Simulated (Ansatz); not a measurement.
# Zn (hcp type): how the settings move a relaxation

How sensitive is a relaxation of Zn (hcp type) to its settings? A reference run comes first, then two runs with altered input.

Program: Ansatz 0.2.0. Level of theory: reference: DFT, PBE, PAW with Ansatz's default frozen-core files, scalar-relativistic. These are calculated values, not measurements.

## 1. The structure to begin with

The structure is hexagonal, space group P6_3/mmc (No. 194). The conventional cell has a = 2.785 Å, b = 2.785 Å, c = 4.512 Å, α = 90.00°, β = 90.00°, γ = 120.00°. Around Zn (site symmetry -6m2) lie 12 Zn at 2.77 to 2.79 Å.

Structure file:

```xyz
2
Lattice="2.7851 0.0000 0.0000 -1.3925 2.4119 0.0000 0.0000 0.0000 4.5118" Properties=species:S:1:pos:R:3 pbc="T T T"
Zn    0.0000    1.6080    1.1280
Zn    1.3925    0.8040    3.3839
```

## 2. Reference

Contents of input.yaml:

```yaml
crystal:
  lattice:
    - [2.7850770257, 0.0, 0.0]
    - [-1.3925385129, 2.4119474558, 0.0]
    - [0.0, 0.0, 4.5118247817]
  atoms:
    - { symbol: Zn, position: [0.3333333333, 0.6666666667, 0.25] }
    - { symbol: Zn, position: [0.6666666667, 0.3333333333, 0.75] }
kpoints:
  mp_grid: { grid: [18, 18, 10] }
scf:
  occupations: { method: fermi_dirac, width: 0.08 }
hamiltonian:
  xc: pbe
  pseudopotentials: { kind: paw }
output:
  forces: true
  stress: true
relax:
  f_tol: 0.005
  max_steps: 40
  cell: {}
```

Started as:

```
$ ansatz run input.yaml --threads 2 --pin off --max-ram 5120MiB --backend cpu --events-out ev --progress --plain --runs-dir out
```

## 3. Variant: mp_grid.grid [22, 22, 12], scf.algorithm density_mixing, xc lda

Edit input.yaml of step 2 so:

```diff
@@ -9,7 +9,8 @@
 kpoints:
-  mp_grid: { grid: [18, 18, 10] }
+  mp_grid: { grid: [22, 22, 12] }
 scf:
   occupations: { method: fermi_dirac, width: 0.08 }
+  algorithm: density_mixing
 hamiltonian:
-  xc: pbe
+  xc: lda
   pseudopotentials: { kind: paw }
```

## 4. Changing settings: chi_scale 0.0, pseudopotentials.source jth

Edit input.yaml of step 2 so:

```diff
@@ -12,5 +12,6 @@
   occupations: { method: fermi_dirac, width: 0.08 }
+  initial_density: { chi_scale: 0.0 }
 hamiltonian:
   xc: pbe
-  pseudopotentials: { kind: paw }
+  pseudopotentials: { kind: paw, source: jth }
 output:
@@ -18,2 +19,6 @@
   stress: true
+  write_density: true
+  write_potential: true
+  elf: true
+  volumetric_format: npy
 relax:
```

What does the calculation give? Wanted: for each run, ending; energy change; pressure; gap; force.

As calculated:

```csv
run,ending,energy change,pressure (GPa),gap (eV),force (eV/Å),cycles,time
reference,converged,-,0.0,0.00,0.00,72,30 s
"1: mp_grid.grid [22, 22, 12], scf.algorithm density_mixing, xc lda",converged,not comparable,0.0,0.00,0.00,61,39 s
"2: chi_scale 0.0, pseudopotentials.source jth",converged,not comparable,0.0,0.00,0.00,60,2 min
```

Times don't compare one to one where runs were asked for different outputs or read a saved state (see the inputs); cycles may leave out searches for a lower state.

What this shows: The totals of these runs aren't set against each other here.
